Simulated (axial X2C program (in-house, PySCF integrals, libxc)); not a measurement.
**ClSnCl: bond lengths and stretches, held linear**

The task here is to estimate one member of a computed series from the others.

Program: an in-house X2C program for linear molecules on PySCF integrals. Level of theory: all-electron X2C, two-component (2c) or spin-free, Cl dyall-av3z, Sn dyall-v3z. These are calculated values, not measurements.

All values are calculated.

2 further runs of the same task are left out: 2 set aside as unsound or not needed.

The first run:

Contents of task.json:

```json
{
 "zs": [
  17,
  50,
  17
 ],
 "q": 0,
 "bas": [
  "dyall-av3z",
  "dyall-v3z",
  "dyall-av3z"
 ],
 "r0": [
  2.39,
  2.39
 ],
 "symm": 1,
 "scan": [
  "PBE0",
  "HF",
  "PBE"
 ],
 "levels": [
  "PBE0",
  "HF",
  "r2SCAN"
 ],
 "nst": 2
}
```

Keys: zs atomic numbers; q charge; bas basis sets; r0 starting distance in Å; symm equal bonds; scan levels of the two-bond scan (MP2 follows by itself at each HF point); levels methods; nst determinants followed.

The run is started by

```sh
python solin.py task.json out
```

Masses Cl 34.969, Sn 119.902, Cl 34.969 u.

Steps of the session up to this table: Scan at PBE0, 2c; Scan at HF, 2c; Scan at PBE, 2c.

One table of the session follows, with a row left open; its other results are not shown here.

```
          level  r(Cl–Sn) (Å)  r(Sn–Cl) (Å)  lower stretch (cm⁻¹)  upper stretch (cm⁻¹)
       PBE0, 2c         2.503         2.503                 278.3                 279.4
         HF, 2c         2.536         2.536                 245.0                 276.9
        PBE, 2c         2.523         2.523                 270.5                 272.9
        MP2, 2c         2.490         2.490                 288.1                 294.7
PBE0, spin-free             ?             ?                     ?                     ?
  HF, spin-free         2.535         2.535                 245.6                 277.0
 PBE, spin-free         2.522         2.522                 270.9                 273.4
 MP2, spin-free         2.489         2.489                 288.3                 294.9
```

Q: Estimate the row for PBE0, spin-free from the others.

As computed: r(Cl–Sn) (Å): 2.502; r(Sn–Cl) (Å): 2.502; lower stretch (cm⁻¹): 278.7; upper stretch (cm⁻¹): 279.7. In the column «r(Cl–Sn) (Å)» it lies between MP2, 2c (2.490) and PBE0, 2c (2.503).

Scans not shown above were run alike.

MP2 freezes inner shells (threshold -2 hartree). The molecule was held linear; bending was not examined, so a bent shape may lie lower.
